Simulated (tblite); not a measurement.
# C2H14OSi6: the cost of one run

Programs: PySCF 2.14.0 with density-fitted response routines of our own, and tblite 0.8.0. All values are computed, except where a source is named. Atoms count from 0 throughout.

## 1. The starting structure

23 atoms, charge 0, multiplicity 1; geometry from: MMFF94s geometry. This is the first candidate.

Bonds of the start (Å): C0–C1 1.21, C0–H9 1.06, C1–Si2 1.86, O7–Si8 1.66, Si2–H10 1.50, Si2–H11 1.48, Si2–Si3 2.25, Si3–Si4 2.23, Si3–Si5 2.24, Si3–Si6 2.24, Si4–H12 1.49, Si4–H13 1.48, Si4–H14 1.49, Si5–H15 1.48, Si5–H16 1.49, Si5–H17 1.48, Si6–H18 1.48, Si6–H19 1.49, Si6–O7 1.65, Si8–H20 1.48, Si8–H21 1.48, Si8–H22 1.49.

## 2. GFN2-xTB relaxation, isomer A, conformer 1

The job: settings as JSON, then the geometry in Å.

```
{"job": {"xc": "GFN2-xTB", "basis": "xTB", "kind": "relax"}, "charge": 0, "multiplicity": 1}
C     -1.468400    -3.138900     0.877100
C     -1.647700    -1.947600     0.980200
Si    -1.877400    -0.113800     1.155100
Si    -0.629100     0.997400    -0.347900
Si    -1.206000     0.398300    -2.411900
Si    -0.982700     3.190500    -0.071100
Si     1.536300     0.559800     0.023100
O      1.867500    -1.042000    -0.190600
Si     3.106000    -2.127900     0.000700
H     -1.333700    -4.188400     0.782300
H     -3.320100     0.224800     0.940300
H     -1.534400     0.322700     2.527100
H     -2.641700     0.709100    -2.652400
H     -0.989700    -1.049500    -2.661400
H     -0.405500     1.166100    -3.410300
H     -0.164000     3.972700    -1.018800
H     -0.605000     3.612200     1.309300
H     -2.408800     3.516800    -0.287100
H      2.379400     1.351600    -0.892900
H      1.907800     0.939200     1.417600
H      4.253900    -1.697700    -0.823700
H      2.651100    -3.468600    -0.427200
H      3.507400    -2.159900     1.439300
```

On the command line:

```console
> OMP_NUM_THREADS=1 python ens_run.py task.json out
```

This one command runs the whole study; its stages follow in the order run.

**Question.** How long does this first job take on 1 thread of Arm Neoverse V2, shared host?

About 3.4 s.
